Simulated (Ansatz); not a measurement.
# GeHF (triplet): from Hartree-Fock to the top rungs, cc-pVDZ

An exercise on one series of results from a longer session: the logs are not shown, and one member is left open.

Program: Ansatz 0.2.0, Gaussian basis. Level of theory: cc-pVDZ, core rule «outside noble gas», up to 15 orbitals frozen. These are calculated values, not measurements.

Plan: UHF; CCSD(T) on ROHF; CCSD(T) on UHF; BCCD(T) on ROHF; CISD; CCSDT(Q) on ROHF; CCSDT(Q) on UHF; CCSDTQ on ROHF; CCSDTQ on UHF.

13 further runs of the same task are left out: 9 for a known fault of the program, 4 set aside as unsound or not needed.

## The system

The geometry is a PBE0/def2-TZVP stationary point (not a proven minimum). No spin-orbit coupling is included. The filled d shell of Ge may be among the frozen orbitals whatever the setting's name suggests; the logs give the count.

3 atoms, charge 0, spin multiplicity 3.

Atoms are counted from 1 here; the program's logs count them from 0.

Bond lengths: Ge1–F2 1.745 Å, Ge1–H3 1.562 Å. Angles: F2–Ge1–H3 113.0°.

Coordinates:

```xyz
3
FGeH
Ge    0.0000   -0.0395    0.3494
F     0.0000    0.0792   -1.3917
H     0.0000    1.3536    1.0549
```

Set-up of the first run:

File in.yaml:

```yaml
crystal:
  periodic: [false, false, false]
  atoms:
    - {symbol: Ge, position_ang: [0.000000, -0.039495, 0.349357]}
    - {symbol: F, position_ang: [0.000000, 0.079196, -1.391730]}
    - {symbol: H, position_ang: [0.000000, 1.353574, 1.054945]}
basis:
  gaussian: {orbitals: cc-pVDZ}
magnetization: {spin_polarized: true, initial_magnetization: 2}
hamiltonian: {xc: hf}
output: {orbitals: {seedname: orbitals}}
```

Launch:

```sh
ansatz run in.yaml --threads 1 --pin off --events-out ev --progress --plain --max-ram 4096MiB --backend cpu
```

Among the steps run: UHF; CCSD(T) on ROHF; CCSD(T) on UHF; BCCD(T) on ROHF; CISD; CCSDT(Q) on ROHF; CCSDT(Q) on UHF; CCSDTQ on ROHF; CCSDTQ on UHF.

One of the session's tables, all rows but one given; the rest of the session is left out.

| method | from UCCSDTQ (kcal/mol) |
| --- | --- |
| ROHF | +172.09 |
| UHF | +170.33 |
| RMP2 | +13.35 |
| UMP2 | +12.89 |
| RCCSD | +4.19 |
| UCCSD | +3.92 |
| RCCSD(T) | +1.00 |
| UCCSD(T) | +0.75 |
| BCCD(T) | +0.90 |
| RCCSDT | +0.58 |
| UCCSDT | ? |
| RCCSDT(Q) | +0.26 |
| UCCSDT(Q) | -0.05 |
| RCCSDTQ | +0.24 |
| UCCSDTQ | 0 |

**Question.** Estimate the row for UCCSDT.

**Answer.** from UCCSDTQ (kcal/mol): +0.34. In the column «from UCCSDTQ (kcal/mol)» it lies between RCCSDT(Q) (+0.26) and RCCSDT (+0.58).

To keep in mind: Restricted and unrestricted rows rest on different reference determinants; where their highest levels disagree by more than a few hundredths of an eV, they describe different states and don't form one ladder.
